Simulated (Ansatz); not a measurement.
# Alloy of Si and Ge (48 of 64 Si sites exchanged), 64 atoms

How does this alloy cell relax, and what gap do PBEsol and HSE06 give?

All numbers are computed with Ansatz 0.2.0 (PAW, plane waves).

**1. The system as built**

64 atoms (16 Si, 48 Ge); a = 11.230 Å, b = 11.230 Å, c = 11.230 Å, α = 90.00°, β = 90.00°, γ = 90.00°. All atoms were shaken off their sites by about 0.02 Å along each axis.

The runs, in order: (2) PBEsol cell relaxation at the single k point (½, ½, ½), on 1 × NVIDIA GB300 Max-Q with 8 threads of Arm Neoverse-V2; (3) HSE06 single point at the Γ point alone, on 1 × NVIDIA GB300 Max-Q with 8 threads of Arm Neoverse-V2.

**2. PBEsol relaxation of the cell and the positions**

in.yaml reads:

```yaml
crystal:
  lattice:
    - [11.229783, 0.000000, 0.000000]
    - [0.000000, 11.229783, 0.000000]
    - [0.000000, 0.000000, 11.229783]
  atoms:
    - { symbol: Si, position: [0.994163, 0.000893, 0.998247] }
    - { symbol: Si, position: [0.499665, 0.000697, 0.001786] }
    - { symbol: Si, position: [0.499145, 0.499044, 0.001014] }
    - { symbol: Si, position: [0.620855, 0.625022, 0.127347] }
    - { symbol: Si, position: [0.251017, 0.251148, 0.502632] }
    - { symbol: Si, position: [0.248557, 0.750819, 0.999456] }
    - { symbol: Si, position: [0.246672, 0.749755, 0.498783] }
    - { symbol: Si, position: [0.749494, 0.247952, 0.002349] }
    - { symbol: Si, position: [0.877954, 0.373803, 0.125273] }
    - { symbol: Si, position: [0.250314, 0.998414, 0.250205] }
    - { symbol: Si, position: [0.250482, 0.997472, 0.750477] }
    - { symbol: Si, position: [0.746821, 0.498166, 0.251140] }
    - { symbol: Si, position: [0.750170, 0.498243, 0.751725] }
    - { symbol: Si, position: [0.375144, 0.625094, 0.373239] }
    - { symbol: Si, position: [0.373632, 0.624470, 0.873546] }
    - { symbol: Si, position: [0.000431, 0.251137, 0.250385] }
    - { symbol: Ge, position: [0.997726, 0.000596, 0.499701] }
    - { symbol: Ge, position: [0.999281, 0.497410, 0.999316] }
    - { symbol: Ge, position: [0.001791, 0.502221, 0.503314] }
    - { symbol: Ge, position: [0.500471, 0.001793, 0.497406] }
    - { symbol: Ge, position: [0.498889, 0.501048, 0.499137] }
    - { symbol: Ge, position: [0.124523, 0.124817, 0.123417] }
    - { symbol: Ge, position: [0.123139, 0.123642, 0.625132] }
    - { symbol: Ge, position: [0.126085, 0.624856, 0.125405] }
    - { symbol: Ge, position: [0.122331, 0.622951, 0.624855] }
    - { symbol: Ge, position: [0.622678, 0.126377, 0.128234] }
    - { symbol: Ge, position: [0.626369, 0.125699, 0.622620] }
    - { symbol: Ge, position: [0.624979, 0.626228, 0.625137] }
    - { symbol: Ge, position: [0.253051, 0.250965, 0.998831] }
    - { symbol: Ge, position: [0.752658, 0.250037, 0.499845] }
    - { symbol: Ge, position: [0.752863, 0.750794, 0.999696] }
    - { symbol: Ge, position: [0.749364, 0.751613, 0.500979] }
    - { symbol: Ge, position: [0.378176, 0.375125, 0.124466] }
    - { symbol: Ge, position: [0.375743, 0.375394, 0.624774] }
    - { symbol: Ge, position: [0.374617, 0.873956, 0.126885] }
    - { symbol: Ge, position: [0.376976, 0.872938, 0.625630] }
    - { symbol: Ge, position: [0.875238, 0.373104, 0.622459] }
    - { symbol: Ge, position: [0.880219, 0.876583, 0.126319] }
    - { symbol: Ge, position: [0.878085, 0.875240, 0.624682] }
    - { symbol: Ge, position: [0.251028, 0.499749, 0.247467] }
    - { symbol: Ge, position: [0.250795, 0.501385, 0.751927] }
    - { symbol: Ge, position: [0.750618, 0.999032, 0.249859] }
    - { symbol: Ge, position: [0.753267, 0.002116, 0.751181] }
    - { symbol: Ge, position: [0.374271, 0.122209, 0.372428] }
    - { symbol: Ge, position: [0.374067, 0.126782, 0.872819] }
    - { symbol: Ge, position: [0.873350, 0.124363, 0.374618] }
    - { symbol: Ge, position: [0.873594, 0.124879, 0.874380] }
    - { symbol: Ge, position: [0.872974, 0.622691, 0.373185] }
    - { symbol: Ge, position: [0.876099, 0.625495, 0.874500] }
    - { symbol: Ge, position: [0.999099, 0.246312, 0.750056] }
    - { symbol: Ge, position: [0.998742, 0.748647, 0.251654] }
    - { symbol: Ge, position: [0.002914, 0.750170, 0.752480] }
    - { symbol: Ge, position: [0.496897, 0.252343, 0.247652] }
    - { symbol: Ge, position: [0.498218, 0.249456, 0.745165] }
    - { symbol: Ge, position: [0.499242, 0.747377, 0.250537] }
    - { symbol: Ge, position: [0.496506, 0.749996, 0.749412] }
    - { symbol: Ge, position: [0.126231, 0.374957, 0.376981] }
    - { symbol: Ge, position: [0.123596, 0.376575, 0.874894] }
    - { symbol: Ge, position: [0.121936, 0.874251, 0.375252] }
    - { symbol: Ge, position: [0.125846, 0.875158, 0.877937] }
    - { symbol: Ge, position: [0.625604, 0.378204, 0.374863] }
    - { symbol: Ge, position: [0.622113, 0.376648, 0.877184] }
    - { symbol: Ge, position: [0.623891, 0.874523, 0.376172] }
    - { symbol: Ge, position: [0.622716, 0.874087, 0.874758] }
kpoints:
  mp_grid: { grid: [1, 1, 1], shift: [0.5, 0.5, 0.5] }
hamiltonian:
  xc: pbesol
scf:
  occupations: { method: fermi_dirac, width: 0.01 }
relax:
  f_tol: 0.03
  max_steps: 80
  escape_saddle: false
  adjacent_minimum: "off"
  cell: { fix: [shape] }
output:
  forces: true
  eigenvalues: true
  populations: true
```

On the command line:

```sh
$ ansatz run in.yaml --threads 8 --pin off --max-ram 118750MiB --runs-dir r --events-out ev --progress --plain --backend cuda --devices 0,
```

Further steps of the session: Single point with HSE06.

Q: Predict the outcome of this session. Wanted: for each run, top filled to lowest empty.

As calculated:

```
             level         time   k points  top filled to lowest empty (eV)
PBEsol, relaxation  5.9 s (GPU)  (½, ½, ½)                             1.43
             HSE06   40 s (GPU)          Γ                             1.03
```

| quantity | value |
| --- | --- |
| relaxation | 4 recorded steps, 0.86 eV gained |
| largest shift | 0.09 Å (Ge59 and others alike) |
| relaxed cell | a = 11.218 Å, b = 11.218 Å, c = 11.218 Å, α = 90.00°, β = 90.00°, γ = 90.00° |
| mean bonds | Ge–Ge 2.449, Ge–Si 2.408, Si–Si 2.374 Å |

**In words.** The relaxation lowers the energy by 0.86 eV; the largest shift is 0.09 Å (Ge59 and others alike), while the volume changes by -0.3 %. The mean lengths of the listed bonds run from Si–Si 2.37 Å to Ge–Ge 2.45 Å. Rows on different k points differ by sampling as well as by level. No spin–orbit coupling is included; with elements this heavy it would shift the edges. With one k point the spacing samples only the states that fold onto it, so it can exceed the gap over the zone.
